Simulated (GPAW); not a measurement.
Crystal: CoNiO2.

```
Ni Co O
1.0
     3.01433    0.00000    0.00000
     0.00000    3.01433    0.00000
     0.00000    0.00000    4.22229
Ni Co O
1 1 2
Direct
  0.00000 0.00000 0.00000
  0.50000 0.50000 0.50000
  0.00000 0.00000 0.50000
  0.50000 0.50000 0.00000
```

The cell comes from a database or a generator and needn't be the stable form of this composition.

Base run:

- Program: GPAW 26.7.0
- Functional: PBEsol
- Potentials or basis: PAW data sets generated in the run's folder for this functional
- Cutoff: 800 eV
- Basis: pw
- k mesh: 9 × 9 × 6
- Occupations: fermi-dirac, width 0.05 eV
- Spin: collinear spin, ferromagnetic start
- Starting moments: [1.0, 2.0, 0.0, 0.0] μB

Its results: pressure -9.9 GPa; net moment 4.52 μB per cell; site moments Ni +1.35; Co +2.47; O +0.23, +0.21 μB.

Q: The run is repeated on the same cell with these changes: k mesh from 9 × 9 × 6 to 6 × 6 × 4. What comes out?

A: Pressure -11.0 GPa; net moment 4.32 μB per cell; site moments Ni +1.28; Co +2.40; O +0.20, +0.19 μB.

Caveats: some runs use coarse meshes; the stock nickel data set gives pressures a few GPa off other programs.
